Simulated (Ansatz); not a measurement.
# GaH4SbSe: one species, many methods

One table from this session's results is given with a row withheld; the runs are named, their logs left out.

Computed with Ansatz 0.2.0, Gaussian basis. Level: functionals in def2-TZVPP, the program's frozen cores in correlated methods.

The runs, in order: LDA (SPW92), PBE-D4, revPBE-D4, BLYP-D4, r2SCAN-D4, B97M-V, PBE0-D4, B3LYP-D4, r2SCANh-D4, r2SCAN0-D4, HSE06-D4, BHLYP-D4, CAM-B3LYP-D4, LC-ωPBE, ωB97X-V, ωB97M-V, B2PLYP, PBE-QIDH; CCSD(T)/def2-SVP; CCSD(T)/def2-TZVPP; MP2/def2-QZVPP; extrapolation to the limit; RPA on PBE.

## The geometry

An earlier PBE0-D4 in a triple-zeta def2 set relaxation fixed the geometry. Sb takes the def2 core potential; no spin-orbit term is included.

7 atoms, charge 0, spin multiplicity 1.

Atoms are counted from 1 here; the program's logs count them from 0.

Bond lengths: Ga1–Sb2 2.623 Å, Ga1–H4 1.572 Å, Ga1–H5 1.569 Å, Sb2–Se3 2.566 Å, Sb2–H6 1.718 Å, Se3–H7 1.469 Å. Angles: Sb2–Ga1–H4 117.9°, Sb2–Ga1–H5 120.6°, H4–Ga1–H5 121.5°, Ga1–Sb2–Se3 92.6°, Ga1–Sb2–H6 87.2°, Se3–Sb2–H6 96.5°, Sb2–Se3–H7 93.0°.

Set-up of the first run:

The input, in.yaml:

```yaml
crystal:
  periodic: [false, false, false]
  atoms:
    - {symbol: Ga, position_ang: [-1.136437, 0.772472, -0.950871]}
    - {symbol: Sb, position_ang: [-0.364129, -0.814899, 0.989272]}
    - {symbol: Se, position_ang: [2.038364, -0.934865, 0.094752]}
    - {symbol: H, position_ang: [-2.441673, 1.620865, -0.732038]}
    - {symbol: H, position_ang: [-0.331143, 0.839147, -2.296210]}
    - {symbol: H, position_ang: [-0.147057, 0.596050, 1.944674]}
    - {symbol: H, position_ang: [2.382065, -2.078780, 0.950421]}
basis:
  gaussian: {orbitals: def2-TZVPP}
hamiltonian: {xc: lda}
output: {orbitals: {seedname: orbitals}}
```

On the command line:

```bash
$ ansatz run in.yaml --threads 4 --pin off --events-out ev --progress --plain --max-ram 10444MiB
```

Among the steps run: LDA; PBE-D4 (GGA); revPBE-D4 (GGA); BLYP-D4 (GGA); r2SCAN-D4 (meta-GGA); B97M-V (meta-GGA); B3LYP-D4 (hybrid); r2SCANh-D4 (hybrid); r2SCAN0-D4 (hybrid); HSE06-D4 (hybrid); BHLYP-D4 (hybrid); CAM-B3LYP-D4 (range-separated); LC-ωPBE (range-separated); ωB97X-V (range-separated); ωB97M-V (range-separated); B2PLYP (double hybrid); PBE-QIDH (double hybrid).

One table of the session follows, with a row left open; its other results are not shown here.

It belongs to the step «Orbital energies across the functionals». 

| functional | HOMO (eV) | LUMO (eV) | gap (eV) |
| --- | --- | --- | --- |
| LDA (SPW92) | -5.78 | -3.13 | 2.65 |
| PBE-D4 | -5.66 | -2.87 | 2.78 |
| revPBE-D4 | -5.61 | -2.76 | 2.85 |
| BLYP-D4 | -5.49 | -2.80 | 2.69 |
| r2SCAN-D4 | -5.92 | -2.67 | 3.25 |
| B97M-V | -6.01 | -2.84 | 3.17 |
| PBE0-D4 | -6.77 | -2.11 | 4.65 |
| B3LYP-D4 | -6.53 | -2.35 | 4.18 |
| r2SCANh-D4 | -6.33 | -2.40 | 3.93 |
| r2SCAN0-D4 | -6.94 | -2.00 | 4.94 |
| HSE06-D4 | -6.37 | -2.48 | 3.90 |
| BHLYP-D4 | ? | ? | ? |
| CAM-B3LYP-D4 | -8.00 | -1.21 | 6.79 |
| LC-ωPBE | -9.30 | -0.08 | 9.22 |
| ωB97X-V | -8.99 | -0.22 | 8.77 |
| ωB97M-V | -8.86 | -0.42 | 8.44 |

**Question.** Estimate the row for BHLYP-D4.

Worked estimate for «HOMO (eV)». Against the share of exact exchange, BLYP-D4 (0, -5.49), B3LYP-D4 (0.2, -6.53) give a slope of -5.20 per unit share; at 0.5 the line stands at -8.09.

**Answer.** HOMO (eV): -7.71; LUMO (eV): -1.36; gap (eV): 6.34. In «HOMO (eV)» the line misses by -0.38.
